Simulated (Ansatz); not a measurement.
# TiO2: how the settings move a relaxation

Aim: see which settings change the result for TiO2, by how much, and at what cost.

Program: Ansatz 0.2.0. Level of theory: reference: DFT, r2SCAN, PAW with Ansatz's default frozen-core files, scalar-relativistic; relaxation of atoms. These are calculated values, not measurements.

1 further run of the same task is left out (set aside as unsound or not needed).

### 1 The system as given

It takes space group P4_2/mnm (No. 136, tetragonal). Conventional cell: a = 4.620 Å, b = 4.620 Å, c = 2.968 Å, α = 90.00°, β = 90.00°, γ = 90.00°. Ti (site symmetry mmm) is surrounded by 6 O at 1.96 to 1.99 Å. O (site symmetry m2m) is surrounded by 3 Ti at 1.96 to 1.99 Å.

As a file:

```cif
data_structure
_symmetry_space_group_name_H-M 'P4_2/mnm'
_symmetry_Int_Tables_number 136
_cell_length_a 4.6198
_cell_length_b 4.6198
_cell_length_c 2.9682
_cell_angle_alpha 90.000
_cell_angle_beta 90.000
_cell_angle_gamma 90.000
_cell_volume 63.35
loop_
_atom_site_label
_atom_site_type_symbol
_atom_site_symmetry_multiplicity
_atom_site_Wyckoff_symbol
_atom_site_fract_x
_atom_site_fract_y
_atom_site_fract_z
_atom_site_occupancy
Ti1 Ti 2 a 0.00000 0.00000 0.00000 1
O1 O 4 f 0.30463 0.30463 0.00000 1
```

### 2 Baseline

File input.yaml:

```yaml
crystal:
  lattice:
    - [4.61981229869, 0.0, 0.0]
    - [0.0, 4.61981229869, 0.0]
    - [0.0, 0.0, 2.96823773515]
  atoms:
    - { symbol: Ti, position: [0.0, 0.0, 0.0] }
    - { symbol: Ti, position: [0.5, 0.5, 0.5] }
    - { symbol: O, position: [0.304631352515, 0.304631352515, 0.0] }
    - { symbol: O, position: [0.195368647485, 0.804631352515, 0.5] }
    - { symbol: O, position: [0.695368647485, 0.695368647485, 0.0] }
    - { symbol: O, position: [0.804631352515, 0.195368647485, 0.5] }
kpoints:
  mp_grid: { grid: [4, 4, 6] }
scf:
  occupations: { method: fixed }
hamiltonian:
  xc: r2scan
  pseudopotentials: { kind: paw }
relax:
  f_tol: 0.002
  max_steps: 80
output:
  forces: true
  stress: true
```

The run is started by

```sh
$ ansatz run input.yaml --threads 2 --pin off --max-ram 6144MiB --backend cpu --events-out ev --progress --plain --runs-dir out
```

### 3 A further run, with the input changed

File input.yaml:

```yaml
crystal:
  lattice:
    - [4.61981229869, 0.0, 0.0]
    - [0.0, 4.61981229869, 0.0]
    - [0.0, 0.0, 2.96823773515]
  atoms:
    - { symbol: Ti, position: [0.0, 0.0, 0.0], spin: 3.0 }
    - { symbol: Ti, position: [0.5, 0.5, 0.5], spin: 3.0 }
    - { symbol: O, position: [0.304631352515, 0.304631352515, 0.0], spin: 2.0 }
    - { symbol: O, position: [0.195368647485, 0.804631352515, 0.5], spin: 1.0 }
    - { symbol: O, position: [0.695368647485, 0.695368647485, 0.0], spin: 1.0 }
    - { symbol: O, position: [0.804631352515, 0.195368647485, 0.5], spin: 2.0 }
kpoints:
  mp_grid: { grid: [4, 4, 6] }
scf:
  occupations: { method: fixed }
hamiltonian:
  xc: r2scan
  pseudopotentials: { kind: paw }
  hubbard: { sites: [{ species: Ti, l: d, u_eff: 1.0 }], double_counting: fll }
relax:
  f_tol: 0.002
  max_steps: 80
output:
  forces: true
  stress: true
magnetization:
  spin_polarized: true
```

(Steps that only read results are left out.)

Before running it: what results should come out? Wanted: for each run, ending; energy change.

The runs gave:

| run | ending | energy change | cycles | time |
| --- | --- | --- | --- | --- |
| reference | converged | - | 23 | 6.9 s |
| 1: starting moments, hubbard.sites [{species: Ti, l: d, u_eff: 1.0}], hubbard.double_counting fll, spin_polarized true | refused | - | - | 0.12 s |

**Reading.** With the changed spin polarisation and Hubbard U the run ends refused. 1 of the 1 altered inputs did not end normally.
